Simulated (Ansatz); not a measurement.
# CH5FOSn (SMILES [CH3][SnH]([OH])[F]) at HF/def2-SVP (core potential)

Aim: the vertical ionisation energy of CH5FOSn at HF/def2-SVP (core potential), from 2 runs. 

Program for the calculation: Ansatz 0.2.0.

116 further runs of the same task are left out: 116 set aside as unsound or not needed.

## Step 1: The molecule

CH5FOSn: 9 atoms, total charge 0, spin state singlet. As SMILES, `[CH3][SnH]([OH])[F]`. Geometry: relaxed at PBE0-D4/def2-TZVP. This is one conformer, not always the lowest.

Bond lengths: C1–Sn2 2.120 Å, Sn2–O3 1.954 Å, Sn2–F4 1.928 Å, C1–H5 1.090 Å, C1–H6 1.090 Å, C1–H7 1.090 Å, Sn2–H8 1.697 Å, O3–H9 0.960 Å. Some angles: C1–Sn2–O3 112.2°, C1–Sn2–F4 104.4°, O3–Sn2–F4 104.6°, C1–Sn2–H8 121.5°, O3–Sn2–H8 105.6°, F4–Sn2–H8 107.3°, Sn2–C1–H5 109.8°, Sn2–C1–H6 110.0°, Sn2–C1–H7 108.7°, Sn2–O3–H9 113.8°.

## Step 2: A single-point energy at HF/def2-SVP (core potential)

The input, molecule.yaml:

```yaml
crystal:
  periodic: [false, false, false]
  atoms:
    - symbol: C
      position_ang: [-0.348000, 1.320900, -0.172600]
    - symbol: Sn
      position_ang: [-0.271200, -0.757400, 0.237600]
    - symbol: O
      position_ang: [1.527400, -1.346400, 0.725000]
    - symbol: F
      position_ang: [-0.613200, -1.596000, -1.464600]
    - symbol: H
      position_ang: [-1.361700, 1.603400, -0.455800]
    - symbol: H
      position_ang: [-0.043600, 1.885400, 0.708500]
    - symbol: H
      position_ang: [0.329800, 1.539100, -0.997600]
    - symbol: H
      position_ang: [-1.308700, -1.477000, 1.371800]
    - symbol: H
      position_ang: [2.177700, -1.218400, 0.030600]
basis:
  gaussian:
    orbitals: def2-SVP
hamiltonian:
  xc: hf
accuracy: high
output: {orbitals: {seedname: orbitals}}
```

The run is started by

```bash
$ ansatz run molecule.yaml --threads 1 --pin off --max-ram 3480MiB --events-out events.jsonl --progress --plain --runs-dir runs
```

What it wrote:

```text
Warning: RAYON_NUM_THREADS=1 ignored (pool sized by the plan → 1); use --threads N
Functional definition: HF
  name "HF"
  exchange = exact_x
  correlation = 0
2210 factors; integrals over basis functions are off by at most 3.4e-9 eV
mean field evaluation 1: about -11649.6811 eV, gradient 4.7e1 eV
mean field evaluation 2: about -11649.7973 eV, gradient 4.7e1 eV
mean field evaluation 4: about -11654.1897 eV, gradient 2.9e0 eV
mean field evaluation 8: about -11654.2379 eV, gradient 2.7e-1 eV
mean field evaluation 16: about -11654.2382 eV, gradient 1.5e-8 eV
mean field -11654.23816162 eV, -428.2853529132 hartree, gradient 1.9e-8 eV, S^2 0.000000; 0 other end points of the search recorded, 0 dependent functions left out
reference -11654.23816162 eV, -428.2853529132 hartree; 25, 25 occupied and 68, 68 virtual orbitals, 2210 factors
Total energy: -11654.23816162 eV, -428.2853529132 hartree
```

Wall time 3.9 s (1 thread of Arm Neoverse V1, shared host); peak memory 0.29 GiB.

## Step 3: The doublet cation

The input, run.yaml:

```yaml
crystal:
  periodic: [false, false, false]
  atoms:
    - {symbol: C, position_ang: [-0.348000, 1.320900, -0.172600]}
    - {symbol: Sn, position_ang: [-0.271200, -0.757400, 0.237600]}
    - {symbol: O, position_ang: [1.527400, -1.346400, 0.725000]}
    - {symbol: F, position_ang: [-0.613200, -1.596000, -1.464600]}
    - {symbol: H, position_ang: [-1.361700, 1.603400, -0.455800]}
    - {symbol: H, position_ang: [-0.043600, 1.885400, 0.708500]}
    - {symbol: H, position_ang: [0.329800, 1.539100, -0.997600]}
    - {symbol: H, position_ang: [-1.308700, -1.477000, 1.371800]}
    - {symbol: H, position_ang: [2.177700, -1.218400, 0.030600]}
basis:
  gaussian: {orbitals: def2-SVP}
total_charge: 1
magnetization: {spin_polarized: true, initial_magnetization: 1}
hamiltonian: {xc: hf}
accuracy: high
output: {orbitals: {seedname: orbitals}}
```

The run is started by

```bash
$ ansatz run run.yaml --threads 1 --pin off --max-ram 3480MiB --events-out events.jsonl --progress --plain --runs-dir runs
```

What it wrote, shortened:

```text
Warning: RAYON_NUM_THREADS=1 ignored (pool sized by the plan → 1); use --threads N
[... 2 set-up lines as earlier in the session ...]
[...]
2211 factors; integrals over basis functions are off by at most 3.4e-9 eV
[...]
mean field -11644.43605857 eV, -427.9251322701 hartree, gradient 6.2e-8 eV, S^2 0.759067; 3 other end points of the search recorded, 0 dependent functions left out
reference -11644.43605857 eV, -427.9251322701 hartree; 25, 24 occupied and 68, 69 virtual orbitals, 2211 factors
Total energy: -11644.43605857 eV, -427.9251322701 hartree
```

It took 14 s on 1 thread of Arm Neoverse V1, shared host; peak memory 0.51 GiB.

## Step 4: Outcome

Level: HF/def2-SVP (core potential).

| quantity | value |
| --- | --- |
| singlet CH5FOSn: total energy | -428.28535 Eh |
| singlet CH5FOSn: HOMO energy | -11.83 eV |
| singlet CH5FOSn: LUMO energy | 3.35 eV |
| singlet CH5FOSn: HOMO–LUMO gap | 15.18 eV |
| doublet cation: total energy | -427.92513 Eh |
| doublet cation: HOMO energy (highest over α and β) | -17.17 eV |
| doublet cation: LUMO energy (lowest over α and β) | -7.23 eV |
| doublet cation: ⟨S²⟩ | 0.759 |
| vertical ionisation energy (to the doublet cation) | 9.802 eV |

What this shows: Removing an electron at fixed nuclei costs 9.80 eV (946 kJ/mol). −ε(HOMO) before ionisation, 11.83 eV, is 2.03 eV above this ionisation energy.
